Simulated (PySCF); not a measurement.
# CH8GeSi: the cost of one run

Computed with PySCF 2.14.0, with density-fitted response routines of our own, on a single molecule in the gas phase. Atoms are numbered from 0 throughout.

### 1 The molecule as given

11 atoms, charge 0, multiplicity 1; geometry from: GFN2-xTB. The atoms were then displaced at random by about 0.01 Å, so the start is not that level's minimum.

Bonds of the start (Å): Si0–C1 1.90, C1–Ge2 1.98, Si0–H3 1.47, Si0–H4 1.49, Si0–H5 1.47, C1–H6 1.09, C1–H7 1.09, Ge2–H8 1.48, Ge2–H9 1.51, Ge2–H10 1.49.

### 2 Relaxing the molecule at PBE0-D3(BJ)/def2-SVP

The job: settings as JSON, then the geometry in Å.

```
{"job": {"xc": "PBE0", "basis": "def2-SVP", "d3": "d3bj", "grid": 1, "shake": 0.01, "kind": "geom"}, "charge": 0, "multiplicity": 1}
Si     1.517420     0.648350     0.009210
C      0.247870    -0.761060    -0.137100
Ge    -1.631820    -0.184840     0.064340
H      2.881570     0.134180    -0.170620
H      1.222830     1.657090    -1.050670
H      1.376130     1.304390     1.322150
H      0.483310    -1.512050     0.622160
H      0.379360    -1.240690    -1.108030
H     -2.009340     0.821310    -0.948950
H     -1.856870     0.447990     1.416580
H     -2.572350    -1.340490    -0.034750
```

Command:

```
> OMP_NUM_THREADS=1 python probes_run.py task.json out
```

One launch serves the whole session: the jobs run in the order shown.

Q: Estimate the wall time and peak memory of this first job on 1 thread of Arm Neoverse V2, shared host.

About 16 s, with a peak of 0.43 GiB.
